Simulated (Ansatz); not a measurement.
# Al2Cl: a trial structure relaxed, part 2 of 2

Where does this trial cell of Al2Cl go when cell and atoms are let free?

Ansatz 0.2.0; DFT PBE, scalar-relativistic, plane waves, PAW. Earlier steps stand in the parts before.

## (4) Relaxation on the finer mesh

The end of the coarse run is made exact in the group found at a tolerance of 0.06 Å and reduced to its primitive cell.

The input, input.yaml:

```yaml
crystal:
  lattice:
    - [0.0, 3.4811053016, 3.4811053016]
    - [3.4811053016, 0.0, 3.4811053016]
    - [3.4811053016, 3.4811053016, 0.0]
  atoms:
    - { symbol: Al, position: [0.25, 0.25, 0.25] }
    - { symbol: Al, position: [0.75, 0.75, 0.75] }
    - { symbol: Cl, position: [0.5, 0.5, 0.5] }
basis:
  ecutwfc: 420
kpoints:
  mp_grid: { grid: [12, 12, 12] }
hamiltonian:
  xc: pbe
scf:
  occupations: { method: gaussian, width: 0.1 }
output:
  forces: true
  stress: true
  eigenvalues: true
  write_density: true
  write_potential: true
  elf: true
  volumetric_format: npy
relax:
  adjacent_minimum: "off"
  f_tol: 0.01
  max_steps: 80
  cell: { stress_tol: 0.05 }
```

Started as:

```sh
> ansatz run input.yaml --threads 1 --pin off --max-ram 2048MiB --backend cpu --events-out ev --progress --plain --runs-dir out
```

What it wrote:

```text
Warning: RAYON_NUM_THREADS=1 ignored (pool sized by the plan → 1); use --threads N
Engine: ansatz 0.2.0, aarch64-unknown-linux-gnu
Pseudopotentials: kind: paw
Pseudopotential: Al, paw, valence charge 3, recommended cutoff 420 eV (normal), Al.paw.azcp
Pseudopotential: Cl, paw, valence charge 7, recommended cutoff 420 eV (normal), Cl.paw.azcp
Functional definition: PBE
  parameter kappa = 0.804
  parameter beta = 0.06672455060314922
  exchange = pbe_x(kappa = kappa, mu = beta*pi^2/3)
  correlation = pbe_c(beta = beta)
Crystal: 3 atoms, lattice volume = 84.369 Å³
Basis set: ecut = 420 eV, 1639 PW (Γ), exchange–correlation on 72×72×72 points (8 copies of the dense FFT grid, shifted against one another)
Bands: 11, of which v1, the nominal top of the filled ones, is band 7 counted from 1 (6 counted from 0)
Symmetry: 48 space group operations
Space group: Fm-3m (ITA 225), of the structure as read, at distance tolerance 4.4e-5 Å
k-points: 72 of 1728
Non-local potential: Al, projectors of the file, l = 0: 2, l = 1: 2, l = 2: 1
Non-local potential: Cl, projectors of the file, l = 0: 2, l = 1: 2, l = 2: 2
PAW form: soft (Blöchl's): semilocal exchange-correlation on the pseudo side does not see the compensation charge
PAW one-centre angular grid: Al, 110 points (default); XC on 64 Gauss nodes
PAW one-centre angular grid: Cl, 110 points (default); XC on 64 Gauss nodes
Initial density: superposition of atomic densities (neutral atoms: chi_scale 0, normalization atom), corrected by the library's trained network
Initial wavefunctions: pseudopotential atomic-orbital guess
Functional: x = pbe(κ = 0.804, μ = 0.2195149727645171), c = pbe(β = 0.06672455060314922)
SCF iter   1: F=—  HF=-2153.046974 eV  |F-HF|=—  |Δ(HF+E_count)|=         —  Δρ=3.59e-3  dr2=2.37e-2  ethr=1.77e-3  ⟨swp⟩=5.5  Hψ=5360  notcnv=0
preconditioner: auto → Kerker (q_TF=auto, 1.998 Å⁻¹)  [metal: Δε(μ)=0.081 eV  Ē_g=6.364 eV  σ=0.100 eV  W_gap=0.42  n_scr=14 (ndim 8)  ℏωp=13.4 eV  f_vac=0.000  D(μ)=1.49/eV (n_scr^D=8)]
SCF iter   2: F=—  HF=-2153.041758 eV  |F-HF|=—  |Δ(HF+E_count)|=   5.22e-3  Δρ=1.61e-3  dr2=4.62e-3  ethr=1.82e-4  ⟨swp⟩=1.2  Hψ=1422  notcnv=0
SCF iter   3: F=—  HF=-2153.041271 eV  |F-HF|=—  |Δ(HF+E_count)|=   4.87e-4  Δρ=6.93e-4  dr2=8.77e-4  ethr=3.55e-5  ⟨swp⟩=1.3  Hψ=860  notcnv=0
SCF iter   4: F=—  HF=-2153.041274 eV  |F-HF|=—  |Δ(HF+E_count)|=   3.09e-6  Δρ=1.68e-4  dr2=6.73e-5  ethr=6.74e-6  ⟨swp⟩=2.0  Hψ=1162  notcnv=0
SCF iter   5: F=—  HF=-2153.041274 eV  |F-HF|=—  |Δ(HF+E_count)|=   3.48e-7  Δρ=5.87e-5  dr2=4.39e-6  ethr=5.18e-7  ⟨swp⟩=2.5  Hψ=1179  notcnv=0
SCF iter   6: F=-2153.041275 eV  HF=-2153.041275 eV  |F-HF|=5.57e-8  |Δ(HF+E_count)|=   1.28e-6  Δρ=1.04e-5  dr2=8.30e-8  ethr=7.69e-10  ⟨swp⟩=7.4  Hψ=5577  notcnv=0
SCF 1 converged in 6 iterations: F = -2153.041275 eV  dr2 = 8.30e-8
relax step   1: F+E_penalty+E_count = -2153.04127512 eV  Δ(F+E_penalty+E_count) = +0.000e0 eV  max|allowed force component| = 1.696e-17 eV/Å  Δτ_max = 0.0000 Å  P = -0.091 GPa  Ω = 84.369 Å³  (6 SCF iters, dr2 threshold 1.00e-7 eV, accepted)
Crystal: 3 atoms, lattice volume = 84.162 Å³
Initial density: handed on by an earlier stage of this run
Initial wavefunctions: those handed on with the density
iter 1 solved again at ethr=8.80e-8 eV; its pass at ethr=3.10e-3 eV (dr2=1.14e-5 eV) is discarded
SCF iter   1: F=—  HF=-2153.041388 eV  |F-HF|=—  |Δ(HF+E_count)|=         —  Δρ=6.61e-5  dr2=1.07e-5  ethr=8.80e-8  ⟨swp⟩=2.7  Hψ=5657  notcnv=0
preconditioner: auto → Kerker (q_TF=auto, 1.998 Å⁻¹)  [metal: Δε(μ)=0.090 eV  Ē_g=6.314 eV  σ=0.100 eV  W_gap=0.47  n_scr=14 (ndim 8)  ℏωp=13.4 eV  f_vac=0.000  D(μ)=1.51/eV (n_scr^D=8)]
SCF iter   2: F=—  HF=-2153.041375 eV  |F-HF|=—  |Δ(HF+E_count)|=   1.30e-5  Δρ=3.23e-5  dr2=2.36e-6  ethr=8.21e-8  ⟨swp⟩=1.7  Hψ=978  notcnv=0
SCF iter   3: F=—  HF=-2153.041374 eV  |F-HF|=—  |Δ(HF+E_count)|=   4.40e-7  Δρ=1.44e-5  dr2=3.55e-7  ethr=1.81e-8  ⟨swp⟩=1.9  Hψ=1054  notcnv=0
SCF iter   4: F=-2153.041374 eV  HF=-2153.041374 eV  |F-HF|=3.76e-9  |Δ(HF+E_count)|=   2.24e-8  Δρ=3.03e-6  dr2=1.70e-8  ethr=1.61e-10  ⟨swp⟩=5.8  Hψ=4213  notcnv=0
SCF 2 converged in 4 iterations: F = -2153.041374 eV  dr2 = 1.70e-8
relax step   2: F+E_penalty+E_count = -2153.04137409 eV  Δ(F+E_penalty+E_count) = -9.897e-5 eV  max|allowed force component| = 1.465e-17 eV/Å  Δτ_max = 0.0000 Å  P = -0.042 GPa  Ω = 84.162 Å³  energy of the carried Pulay correction = +1.272e-5 eV  (4 SCF iters, dr2 threshold 2.09e-8 eV, accepted)
Initial wavefunctions: pseudopotential atomic-orbital guess (no wavefunctions were taken with the density)
iter 1 solved again at ethr=1.14e-7 eV; its pass at ethr=3.10e-3 eV (dr2=1.48e-5 eV) is discarded
SCF iter   1: F=—  HF=-2153.041373 eV  |F-HF|=—  |Δ(HF+E_count)|=         —  Δρ=3.12e-6  dr2=1.76e-8  ethr=1.14e-7  ⟨swp⟩=3.0  Hψ=7549  notcnv=0
preconditioner: auto → Kerker (q_TF=auto, 1.998 Å⁻¹)  [metal: Δε(μ)=0.090 eV  Ē_g=6.315 eV  σ=0.100 eV  W_gap=0.47  n_scr=14 (ndim 8)  ℏωp=13.4 eV  f_vac=0.000  D(μ)=1.51/eV (n_scr^D=8)]
SCF iter   2: F=—  HF=-2153.041362 eV  |F-HF|=—  |Δ(HF+E_count)|=   1.19e-5  Δρ=2.24e-6  dr2=1.04e-8  ethr=1.35e-10  ⟨swp⟩=2.1  Hψ=1158  notcnv=0
SCF iter   3: F=—  HF=-2153.041362 eV  |F-HF|=—  |Δ(HF+E_count)|=   3.04e-9  Δρ=8.68e-7  dr2=8.37e-10  ethr=7.98e-11  ⟨swp⟩=2.5  Hψ=1192  notcnv=0
SCF iter   4: F=—  HF=-2153.041362 eV  |F-HF|=—  |Δ(HF+E_count)|=  8.19e-12  Δρ=3.37e-7  dr2=7.07e-11  ethr=6.44e-12  ⟨swp⟩=2.0  Hψ=1241  notcnv=0
SCF iter   5: F=-2153.041362 eV  HF=-2153.041362 eV  |F-HF|=8.64e-12  |Δ(HF+E_count)|=  5.87e-11  Δρ=8.86e-8  dr2=1.25e-11  ethr=1.00e-12  ⟨swp⟩=5.3  Hψ=3124  notcnv=0
SCF 3 converged in 5 iterations: F = -2153.041362 eV  dr2 = 1.25e-11
relax step   3: F+E_penalty+E_count = -2153.04136158 eV  Δ(F+E_penalty+E_count) = +1.250e-5 eV  max|allowed force component| = 2.005e-17 eV/Å  Δτ_max = 0.0000 Å  P = -0.042 GPa  Ω = 84.162 Å³  stress off target by 4.25e-2 GPa  SCF on the basis re-selected at this cell (its energy is not comparable with the rows above)  (5 SCF iters)
basis re-selected at this cell: Δ(F+E_penalty+E_count) = +1.250e-5 eV, ΔP = -0.000 GPa vs the last step (what re-selecting the basis moved, of the pressure what is left beyond the Pulay correction that the steps carried, after the strain that the cell walked since its last selection, with what the two solves' SCF thresholds leave and, on support functions, any second-order correction that the steps lacked; it is no measure of the basis error at this ecutwfc). This SCF's stress stands 4.25e-2 GPa from its target on what of the cell is left free (relax.cell.stress_tol is 5.00e-2 GPa) and its largest allowed force component is 2.00e-17 eV/Å (relax.f_tol is 1.00e-2 eV/Å): within both
SCF converged after 5 iterations
Free energy (F): -2153.041362 eV
Harris-Foulkes:  -2153.041362 eV  (|F-HF|=8.64e-12)
Internal energy: -2153.033804 eV  (E = F + TS)
E sigma→0 (E₀):  -2153.037583 eV
Entropy (-TS):   -0.007558 eV (-2.519 meV/atom)
Fermi energy:    3.909837 eV
--- Per-component energies (eV) ---
  E_band       = -27.293947
  E_kinetic    = 195.194537
  E_local      = -338.257996  (includes V_loc(G=0)·N_el)
  E_nonlocal   = 52.232101
  E_hartree    = 119.452767
  E_xc         = -180.858746
  E_vxc        = -172.131444  (∫ρ·V_xc dr)
  E_paw        = -1592.847542  (= ΣΔE_a)
  E_vpaw       = -3.236835  (= ΣTr[D̂ρ^β])
  E_aug_tail   = 0.000089  (compensation charges beyond the density's cutoff)
  E_ewald      = -407.949014
  E_smearing   = -0.007558  (= −TS)
  E_closure    = -0.000000  (closes the sum)
  Σ components = -2153.041362   (vs F -2153.041362, Δ=0.00e0)
--- Forces (eV/Å), atoms counted from 1 ---
  atom   1  Al     0.00000000     0.00000000    -0.00000000
  atom   2  Al    -0.00000000    -0.00000000     0.00000000
  atom   3  Cl    -0.00000000     0.00000000     0.00000000
  max |Σ_I F_I| component: 2.31e-18 eV/Å
--- Stress (GPa, compression-positive) ---
       -0.042452       0.000000       0.000000
        0.000000      -0.042452       0.000000
        0.000000       0.000000      -0.042452
  P = ⅓ Tr σ = -0.0425 GPa (-0.425 kbar)
--- Band table (eV; the first three rows and the last of 72) ---
  k-point 0: bands = ["-12.5615", "-1.8630", "-0.9186", "-0.9186", "-0.9186", "3.0937", "4.1514", "4.1514", "4.1514", "8.1433", "8.1433"]
  k-point 1: bands = ["-12.5554", "-2.0304", "-0.9337", "-0.9337", "-0.7274", "2.7055", "4.2067", "4.2067", "4.6435", "7.6411", "7.6411"]
  k-point 2: bands = ["-12.5386", "-2.3289", "-0.9738", "-0.9738", "-0.3975", "2.2308", "4.3499", "4.3499", "5.3966", "7.1306", "7.1306"]
  k-point 71: bands = ["-12.4377", "-2.4591", "-2.4591", "-1.5558", "1.9593", "1.9593", "3.5771", "3.5973", "6.4559", "6.4559", "8.9929"]
--- Relaxed structure (2 steps of the walk, 2 accepted, 1 SCFs on fresh bases) ---
  F+E_penalty+E_count = -2153.04136158 eV   max|allowed force component| = 2.005e-17 eV/Å   (the final SCF, on the basis selected at the relaxed cell)
  cell:  # Å, volume = 84.1622 Å³
    - [-4.4584505287836425e-35, 3.4782629140820407, 3.4782629140820407]
    - [3.4782629140820407, -6.687675793175461e-35, 3.4782629140820407]
    - [3.4782629140820407, 3.4782629140820407, 8.598440305511308e-35]
  atoms:
    - { symbol: Al, position: [0.25000000000000006, 0.25000000000000006, 0.25000000000000006] }
    - { symbol: Al, position: [0.75, 0.75, 0.75] }
    - { symbol: Cl, position: [0.5000000000000001, 0.5000000000000001, 0.5000000000000001] }
```

Wall time 11 s (1 thread of Arm Neoverse V2, shared host); peak memory 0.38 GiB.

Step by step:

| step | E - E(step 1) (eV/cell) | largest force component (eV/Å) | pressure (GPa) | volume (Å³) |
| --- | --- | --- | --- | --- |
| 1 | 0.0000 | 0.0000 | -0.09 | 84.37 |
| 2 | -0.0001 | 0.0000 | -0.04 | 84.16 |
| 3 | -0.0001 | 0.0000 | -0.04 | 84.16 |

Step 1 is the start. Step 3 repeats the geometry before it on a plane-wave basis chosen anew for that cell, so its energy need not be comparable with the rows above.

Lengths and angles in the start's conventional setting:

|  | before | after | change |
| --- | --- | --- | --- |
| a (Å) | 6.962 | 6.957 | -0.1 % |
| b (Å) | 6.962 | 6.957 | -0.1 % |
| c (Å) | 6.962 | 6.957 | -0.1 % |
| volume (Å³/atom) | 28.12 | 28.05 | -0.2 % |
| shortest distance (Å) | 3.015 | 3.012 | -0.1 % |
| space group (0.01 Å) | Fm-3m | Fm-3m | same |

Forces and stress were held to the start's 48 operations: a distortion of lower symmetry was not tested.

Axes a, b and c in the maps are those of this run's conventional cell (a, b, c = 6.957, 6.957, 6.957 Å).

Density in a lattice plane of the grid's cell (edges 6.96 and 6.96 Å, at 0.250 of the third edge), which holds Al.

Ten even steps from '0' (0.05 e/Å³) to '9' (0.17 e/Å³):
```
000123432100000123432100
002468986420002468986420
124799899742124799899742
236985458963236985458963
237973237973237973237973
236985458963236985458963
124799899742124799899742
002468986420002468986420
000123432100000123432100
000012221000000012221000
000123432100000123432100
002468986420002468986420
124799899742124799899742
236985458963236985458963
237973237973237973237973
236985458963236985458963
124799899742124799899742
002468986420002468986420
000123432100000123432100
000012221000000012221000
```
Columns run along the first of these edges and rows up along the second, over one cell in 24 and 20 even steps from the bottom left corner. Atoms in the plane (fractional): Al at (0.25, 0.25), Al at (0.75, 0.75), Al at (0.25, 0.75), Al at (0.75, 0.25).

ELF in the same plane.

Ten even steps from ' ' (0.08) to '@' (0.97):
```
      ..::======::..          ..::======::..    
    ..==**%%%%%%**==..      ..==**%%%%%%**==..  
  ..==##%%##**##%%##==..  ..==##%%##**##%%##==..
..--##%%##==++==##%%##--..--##%%##==++==**%%##--
::==##%%++**@@**++%%##==::==##%%++**@@**++%%##==
..--##%%**==++==##%%##--..--##%%##==++==##%%##--
  ..==##%%##**##%%##==..  ..==##%%##**##%%##==..
    ..==**%%%%%%**==..      ..==**%%%%%%**==..  
      ..::======::..          ..::======::..    
        ....::....              ....::....      
      ..::======::..          ..::======::..    
    ..==**%%%%%%**==..      ..==**%%%%%%**==..  
  ..==##%%##**##%%##==..  ..==##%%##**##%%##==..
..--##%%##==++==**%%##--..--##%%##==++==##%%##--
::==##%%++**@@**++%%##==::==##%%++**@@**++%%##==
..--##%%##==++==##%%##--..--##%%**==++==##%%##--
  ..==##%%##**##%%##==..  ..==##%%##**##%%##==..
    ..==**%%%%%%**==..      ..==**%%%%%%**==..  
      ..::======::..          ..::======::..    
        ....::....              ....::....      
```
Columns run along the first of these edges and rows up along the second, over one cell in 24 and 20 even steps from the bottom left corner. Atoms in the plane (fractional): Al at (0.25, 0.25), Al at (0.75, 0.75), Al at (0.25, 0.75), Al at (0.75, 0.25).

Both are smooth fields of the valence electrons: close to the nuclei they are not physical.

The highest ELF values outside the cores: 0.90 beside Al, off the lines to its neighbours, 1.0 Å from Al; 0.87 in the shell around Cl, 0.7 Å from Cl.

## (5) Summary of results

The summary covers parts 1 to 2. Changes of volume or cell count from the first structure of part 1.

| quantity | value |
| --- | --- |
| symmetry at the end (tolerance 0.05 Å) | space group Fm-3m (No. 225) |
| conventional cell | a = 6.957 Å, b = 6.957 Å, c = 6.957 Å, α = 90.00°, β = 90.00°, γ = 90.00° |
| volume | 28.05 Å³/atom |
| energy over the elements (uncorrected; H, N, O, F and Cl as molecules) | +0.47 eV/atom |
| gap on the mesh | none (metal) |

What this shows: The space group Fm-3m (No. 225) is kept, and the volume per atom grows by 19.9 % from the first guess. With a positive formation energy it can't be a ground state. No finished test with a distortion of lower symmetry is shown, so the end may be a saddle point. Spin polarisation is off in the runs that give these values; a magnetic solution could lie lower.
